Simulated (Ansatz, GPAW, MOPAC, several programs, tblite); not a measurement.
## What each method gives for RuFI (Janus 1T monolayer)

RuFI as a Janus 1T monolayer, relaxed with r2SCAN in Ansatz, was computed with several methods. The sheet's in-plane cell has a = 3.720 Å, b = 3.720 Å (γ = 120.0°), and its outermost atoms lie 2.29 Å apart along the normal. Ru has 3 F at 2.35 Å and 3 I at 2.52 Å; F has 3 Ru at 2.35 Å; I has 3 Ru at 2.52 Å. Simulation only: spin-unpolarised, and no claim that this is the phase found in nature.

```xyz
3
Lattice="3.7204 0.0000 0.0000 -1.8602 3.2220 0.0000 0.0000 0.0000 29.5768" Properties=species:S:1:pos:R:3 pbc="T T F"
Ru    0.0000    0.0000    9.1203
F     0.0000    2.1480   10.0824
I     1.8602    1.0740    7.7973
```
The sheet repeats along a and b alone.

Gaps and times are for a single point on this cell. Times are rough, from shared hosts (Arm Neoverse V2), and each method has its own mesh and cell size. PM7 (MOPAC): levels, charges or heat of formation failed a check of plausibility, so no values are given. PM7 (MOPAC), GFN1-xTB (tblite), GFN2-xTB (tblite) treat a cluster of cells at its zone centre, which samples few k points: where these miss a band edge, the gap comes out too large for that reason alone. Gaps from k meshes are read at a limited set of points (mesh, symmetry points, PBE's band edges), so each method's own least gap may be somewhat smaller. xTB and the PM methods were fitted mostly to molecules, and can miss a solid's gap by electronvolts. Minimal bases can be far off for gaps. GLLB-SC's gap includes the derivative discontinuity. d marks a direct gap, i an indirect one (no mark: not told apart), a dash a value that wasn't computed or didn't pass its checks.

```csv
method,kind,gap (eV),atoms computed,processor time
GFN1-xTB (tblite),tight binding,0.61,27,0.7 s
GFN2-xTB (tblite),tight binding,0.72,27,0.84 s
light PBE (260 eV and a coarse mesh),light plane-wave,1.03 i,3,4.9 s
PBE/single zeta (GPAW),small basis,0.94 i,3,9.9 s
PBE,semilocal,1.04 i,3,18 s
r2SCAN,semilocal,1.34 i,3,42 s
GLLB-SC (GPAW),model potential,2.27,3,100 s
PM7 (MOPAC),semi-empirical,–,27,2.6 min
```

Against r2SCAN (1.34 eV) and with closed or daggered gaps left aside, the nearest gap at the points sampled is that of PBE (-0.30 eV) and the farthest that of GLLB-SC (GPAW) (+0.93 eV). r2SCAN is only a yardstick of convenience: semilocal gaps usually lie below measured ones, which GLLB-SC and hybrids aim to mend.

No spin-orbit coupling is included; it can move band edges with weight on the heavy atoms by tenths of an eV.
